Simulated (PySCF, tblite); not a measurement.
# CH₁₂N₂OSi₃: geometry, infrared bands and NMR shifts

What infrared bands and NMR shifts should CH₁₂N₂OSi₃ (`CN[SiH2][SiH2]O[SiH2]N`) show?

Programs: tblite 0.8.0 and PySCF 2.14.0, with density-fitted response routines of our own. Each step states its level of theory. These are calculated values for one molecule in the gas phase, unless marked as measured. Atoms are numbered from 0 throughout.

## Step 1: Starting geometry

19 atoms, charge 0, multiplicity 1; geometry from: force field or distance geometry start.

Bonds of the start (Å): C0–N1 1.43, N1–Si2 1.78, Si2–Si3 2.22, Si3–O4 1.74, O4–Si5 1.71, Si5–N6 1.80, C0–H7 1.11, C0–H8 1.10, C0–H9 1.13, N1–H10 1.03, Si2–H11 1.46, Si2–H12 1.47, Si3–H13 1.48, Si3–H14 1.47, Si5–H15 1.49, Si5–H16 1.47, N6–H17 1.05, N6–H18 1.03.

## Step 2: Optimising the geometry with GFN2-xTB

Job settings and geometry (Å):

```
{"job": {"kind": "relax", "xc": "GFN2-xTB", "basis": "xTB"}, "charge": 0, "multiplicity": 1}
C     -3.074000     0.705600     0.318600
N     -3.013900    -0.702100     0.560400
Si    -1.479700    -1.462400     0.061200
Si     0.139000     0.005500    -0.355600
O      1.218700     0.173100     0.994400
Si     2.710600     0.771200     0.399600
N      4.106800    -0.234100     0.929200
H     -2.470800     1.252600     1.075100
H     -2.833500     0.987800    -0.721100
H     -4.150200     1.006800     0.504100
H     -3.857900    -1.207400     0.246300
H     -1.079500    -2.384800     1.124700
H     -1.738800    -2.272600    -1.142000
H      0.953800    -0.587600    -1.442600
H     -0.362700     1.310800    -0.812200
H      2.909700     2.088200     1.062000
H      2.731300     0.887700    -1.063300
H      4.869800     0.436100     1.187700
H      4.411300    -0.765000     0.096300
```

Launch:

```
> OMP_NUM_THREADS=1 python probes_run.py task.json out
```

One launch serves the whole session: the jobs run in the order shown.

**Question.** This job is followed by: GFN2-xTB harmonic vibrations, gas phase; GIAO PBE0/pcSseg-1 NMR shielding, non-relativistic, gas phase. What will the session give for the following? strongest single infrared mode (GFN2-xTB); zero-point energy (GFN2-xTB); ¹³C shifts against TMS (PBE0/pcSseg-1); ¹H shifts against TMS (PBE0/pcSseg-1, means over atoms taken as alike); ¹⁵N shifts against NH3 (PBE0/pcSseg-1); ²⁹Si shifts against TMS (PBE0/pcSseg-1); ¹⁷O shifts against H2O (PBE0/pcSseg-1).

The runs gave:

```
                                                              quantity                                    value
                             strongest single infrared mode (GFN2-xTB)                     689 cm⁻¹, 688 km/mol
                                          zero-point energy (GFN2-xTB)                            83.0 kcal/mol
                                ¹³C shifts against TMS (PBE0/pcSseg-1)                                 36.1 ppm
¹H shifts against TMS (PBE0/pcSseg-1, means over atoms taken as alike)  5.85, 5.12, 5.08, 2.58, 0.25, -0.65 ppm
                                ¹⁵N shifts against NH3 (PBE0/pcSseg-1)                            23.5, 8.8 ppm
                               ²⁹Si shifts against TMS (PBE0/pcSseg-1)                  -31.9, -34.2, -54.9 ppm
                                ¹⁷O shifts against H2O (PBE0/pcSseg-1)                                 12.0 ppm
```

What this shows: Over 272 steps the energy fell by 1.453 eV; of the close pairs, Si3–O4 changed most, 1.737 to 1.625 Å. The lowest mode is slightly imaginary (12i cm⁻¹), a soft motion within the noise of the Hessian, so the minimum is not strictly shown. The strongest single mode, at 689 cm⁻¹, is spread over many atoms; the largest shares are those of H12, H11. Unscaled tight-binding wavenumbers are off by several per cent, some by more. Its intensities can rank the bands wrongly.
